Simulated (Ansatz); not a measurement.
# BiTe: the cost of one run

Computed with Ansatz 0.2.0 (DFT PBE, scalar-relativistic, plane waves, PAW, unless a step's input says otherwise).

**1. The system as given**

Symmetry: P6mm, No. 183, hexagonal system. Conventional cell: a = 3.671 Å, b = 3.671 Å, c = 5.930 Å, α = 90.00°, β = 90.00°, γ = 120.00°. Around Bi (site symmetry 6mm) lie 1 Te at 2.75 Å. Around Te (site symmetry 6mm) lie 1 Bi at 2.75 Å.

As a file:

```xyz
2
Lattice="3.6706 0.0000 0.0000 -1.8353 3.1788 0.0000 0.0000 0.0000 5.9296" Properties=species:S:1:pos:R:3 pbc="T T T"
Bi    0.0000    0.0000    5.7468
Te    0.0000    0.0000    2.9953
```

The cell is invented: random cell by space group and Wyckoff sites (P6mm, No. 183). The dimensions are guesses.

**2. A first look at the guess**

input.yaml

```yaml
crystal:
  lattice:
    - [3.67061047, 0.0, 0.0]
    - [-1.83530524, 3.17884191, 0.0]
    - [0.0, 0.0, 5.92957163]
  atoms:
    - { symbol: Bi, position: [0.0, 0.0, 0.96918378] }
    - { symbol: Te, position: [0.0, 0.0, 0.50513904] }
basis:
  ecutwfc: 420
kpoints:
  mp_grid: { grid: [6, 6, 4] }
hamiltonian:
  xc: pbe
scf:
  occupations: { method: gaussian, width: 0.1 }
  lower_state_search: "off"
output:
  forces: true
  stress: true
  eigenvalues: true
```

Launch:

```bash
> ansatz run input.yaml --threads 1 --pin off --max-ram 2560MiB --backend cpu --events-out ev --progress --plain --runs-dir out
```

Q: Estimate wall time and peak memory on 1 thread of Intel Xeon Platinum 8488C (Sapphire Rapids), shared host.

About 1.9 s, with a peak of 0.36 GiB.
